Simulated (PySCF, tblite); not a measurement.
# C3H6FO2S2 radical: geometry, infrared bands and EPR parameters

What infrared bands and EPR parameters should C3H6FO2S2 radical (`[CH2]S(=O)(=O)CSCF`) show?

Programs: tblite 0.8.0 and PySCF 2.14.0, with density-fitted response routines of our own. Each step states its level of theory. These are calculated values for one molecule in the gas phase, unless marked as measured. Atoms count from 0, in the outputs and in this text.

**1. Starting geometry**

14 atoms, charge 0, multiplicity 2; geometry from: force field or distance geometry start.

Bonds of the start (Å): C0–S1 1.71, S1–O2 1.47, S1–O3 1.45, S1–C4 1.79, C4–S5 1.82, S5–C6 1.81, C6–F7 1.36, C0–H8 1.08, C0–H9 1.09, C4–H10 1.09, C4–H11 1.10, C6–H12 1.09, C6–H13 1.09.

**2. Geometry optimisation with GFN2-xTB**

The job: settings as JSON, then the geometry in Å.

```
{"job": {"kind": "relax", "xc": "GFN2-xTB", "basis": "xTB"}, "charge": 0, "multiplicity": 2}
C     -2.474400     0.138500     0.347500
S     -1.015800    -0.652800    -0.070200
O     -0.407000    -1.137000     1.176100
O     -1.298800    -1.569900    -1.151800
C     -0.022100     0.697300    -0.699100
S      1.637900     0.273900    -1.327900
C      2.395800    -0.212300     0.238200
F      2.093700     0.709600     1.196000
H     -3.296800     0.109000    -0.353000
H     -2.616800     0.506700     1.359700
H      0.053800     1.461100     0.070800
H     -0.586900     1.116600    -1.544400
H      3.477300    -0.239200     0.143300
H      2.059400    -1.202100     0.562600
```

Run with:

```bash
$ OMP_NUM_THREADS=1 python probes_run.py task.json out
```

The driver reads the jobs from task.json and runs them one after another.

**Question.** This job is followed by: GFN2-xTB harmonic vibrations, gas phase; UKS B3LYP, pcH-1 on C F H O S, non-relativistic, mean-field spin-orbit, GIAO. What will the session give for the following? strongest single infrared mode (GFN2-xTB); zero-point energy (GFN2-xTB); g(iso) (B3LYP); ⟨S²⟩; largest a(iso) (averaged by class); potential on the surface of density 0.002 e/bohr³, 1st and 99th percentile.

As calculated:

```
                                                                  quantity                  value
                                 strongest single infrared mode (GFN2-xTB)  1258 cm⁻¹, 434 km/mol
                                              zero-point energy (GFN2-xTB)          55.7 kcal/mol
                                                            g(iso) (B3LYP)                2.00273
                                                                      ⟨S²⟩     0.755 (exact 0.75)
                                        largest a(iso) (averaged by class)   13C on C0, 123.0 MHz
potential on the surface of density 0.002 e/bohr³, 1st and 99th percentile     -1.67 V and 1.78 V
```

In words: Relaxing lowered the energy by 0.296 eV in 68 steps; the close pair that moved most is S1–C4, from 1.790 to 1.891 Å. No mode is imaginary among the 36: a minimum at this level. The strongest single mode, at 1258 cm⁻¹, moves mainly S1 and O3. Unscaled tight-binding wavenumbers are off by several per cent, some by more. Its intensities can rank the bands wrongly. Most of the unpaired spin sits on C0 (0.98 e). The isotropic g lies 0.4 ppt above the free-electron value. These values are for one conformer; the search (at its own cheap level) found 2 more, at 0.29, 3.84 kcal/mol, and measured spectra average over such forms.
